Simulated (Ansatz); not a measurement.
# AlBFH3Si: the cost of one run

Program: Ansatz 0.2.0. Level of theory: RHF/cc-pVDZ. These are calculated values, not measurements.

**1. The starting structure**

Bond lengths: F1–B2 1.463 Å, B2–Al3 2.166 Å, B2–Si4 1.985 Å, Al3–Si4 2.064 Å, Al3–H5 1.630 Å, Si4–H6 1.509 Å, Si4–H7 1.477 Å. Angles: F1–B2–Al3 146.7°, F1–B2–Si4 153.8°, Al3–B2–Si4 59.5°, B2–Al3–Si4 55.9°, B2–Al3–H5 152.1°, Si4–Al3–H5 152.0°, B2–Si4–Al3 64.6°, B2–Si4–H6 111.4°, B2–Si4–H7 111.5°, Al3–Si4–H6 119.7°, Al3–Si4–H7 118.9°, H6–Si4–H7 117.5°.

As a file:

```xyz
7

F    -1.0193   -2.3538    0.9063
B    -0.4465   -1.0965    0.4266
Al    1.3526    0.0647    0.0981
Si   -0.5475    0.7137   -0.3820
H     2.9687    0.2671    0.1673
H    -1.2585    1.6843    0.5284
H    -0.9883    0.6525   -1.7903
```

**2. Preparing the start**

input.yaml reads:

```yaml
crystal:
  periodic: [false, false, false]
  atoms:
    - { symbol: F, position_ang: [-1.0193, -2.3538, 0.9063] }
    - { symbol: B, position_ang: [-0.4465, -1.0965, 0.4266] }
    - { symbol: Al, position_ang: [1.3526, 0.0647, 0.0981] }
    - { symbol: Si, position_ang: [-0.5475, 0.7137, -0.382] }
    - { symbol: H, position_ang: [2.9687, 0.2671, 0.1673] }
    - { symbol: H, position_ang: [-1.2585, 1.6843, 0.5284] }
    - { symbol: H, position_ang: [-0.9883, 0.6525, -1.7903] }
basis:
  gaussian: { orbitals: cc-pVDZ }
hamiltonian:
  xc: hf
relax:
  f_tol: 0.02
  max_steps: 40
```

Started as:

```sh
ansatz run input.yaml --threads 1 --pin off --max-ram 2048MiB --backend cpu --events-out ev --progress --plain --runs-dir out
```

Q: Estimate wall time and peak memory on 1 thread of Intel Xeon 6975P-C (Granite Rapids), shared host.

About 29 s, with a peak of 0.16 GiB.
